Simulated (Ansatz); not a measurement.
# Ba (bcc type): how the settings move a single-point run

Question: which choices in the input matter for Ba (bcc type)?

Computed with Ansatz 0.2.0 (reference: DFT, PBEsol, all-electron LAPW, scalar-relativistic, unless a step's input says otherwise).

**1. Starting point**

It takes space group Im-3m (No. 229, cubic). Conventional cell: a = 4.528 Å, b = 4.528 Å, c = 4.528 Å, α = 90.00°, β = 90.00°, γ = 90.00°. Around Ba (site symmetry m-3m) lie 8 Ba at 3.92 Å.

Structure file:

```cif
data_structure
_symmetry_space_group_name_H-M 'Im-3m'
_symmetry_Int_Tables_number 229
_cell_length_a 4.5278
_cell_length_b 4.5278
_cell_length_c 4.5278
_cell_angle_alpha 90.000
_cell_angle_beta 90.000
_cell_angle_gamma 90.000
_cell_volume 92.82
loop_
_atom_site_label
_atom_site_type_symbol
_atom_site_symmetry_multiplicity
_atom_site_Wyckoff_symbol
_atom_site_fract_x
_atom_site_fract_y
_atom_site_fract_z
_atom_site_occupancy
Ba1 Ba 2 a 0.00000 0.00000 0.00000 1
```

**2. Baseline**

Input file input.yaml:

```yaml
crystal:
  lattice:
    - [-2.2638975219, 2.2638975219, 2.2638975219]
    - [2.2638975219, -2.2638975219, 2.2638975219]
    - [2.2638975219, 2.2638975219, -2.2638975219]
  atoms:
    - { symbol: Ba, position: [0.0, 0.0, 0.0] }
kpoints:
  mp_grid: { grid: [11, 11, 11] }
  band_path:
    path:
      - [0.0, 0.0, 0.0]
      - [0.5, -0.5, 0.5]
      - [0.0, 0.0, 0.5]
      - [0.0, 0.0, 0.0]
      - [0.25, 0.25, 0.25]
      - [0.5, -0.5, 0.5]
      - [0.25, 0.25, 0.25]
      - [0.0, 0.0, 0.5]
    npoints: 8
scf:
  occupations: { method: fermi_dirac, width: 0.08 }
hamiltonian:
  xc: pbesol
  pseudopotentials: { kind: all_electron, lapw: { basis_error: 0.001 } }
output:
  forces: true
  stress: true
  eigenvalues: true
  populations: true
  dos: { projected: true, de: 0.2, e_range: [-14, 8] }
```

Command:

```bash
$ ansatz run input.yaml --threads 1 --pin off --max-ram 2048MiB --backend cpu --events-out ev --progress --plain --runs-dir out
```

**3. Changed: occupations.method methfessel_paxton, occupations.width 0.025, xc_grid 4**

input.yaml: that of step 2 with these lines changed.

```diff
@@ -21,3 +21,3 @@
 scf:
-  occupations: { method: fermi_dirac, width: 0.08 }
+  occupations: { method: methfessel_paxton, width: 0.025 }
 hamiltonian:
@@ -30,2 +30,3 @@
   populations: true
-  dos: { projected: true, de: 0.2, e_range: [-14, 8] }
+basis:
+  xc_grid: 4
```

Before running it: what results should come out? Wanted: for each run, ending; energy change; pressure; gap; force.

The runs gave:

```tsv
run	ending	energy change	pressure (GPa)	gap (eV)	force (eV/Å)	cycles	time
reference	converged	0	2.8	0.00	0.00	7	6.3 s
1: occupations.method methfessel_paxton, occupations.width 0.025, xc_grid 4	converged	+0.2 meV/atom (σ→0)	2.8	0.00	0.00	5	5.5 s
```

Times don't compare one to one where runs were asked for different outputs or read a saved state (see the inputs); cycles may leave out searches for a lower state.

Residual by cycle in the longest SCF loop of each run; runs are numbered as in the table. The quantity is the density residual dr2, in eV.

```tsv
cycle	reference	run 1
1	0.00417	0.00314
2	0.00204	7.3e-4
3	7.2e-4	7.6e-5
4	1.1e-4	8.6e-7
5	6.3e-6	1.0e-8
6	8.8e-7	-
7	4.3e-8	-
```

**Reading.** Changing the smearing and numerical grids leaves the energy as it was (+0.2 meV/atom).
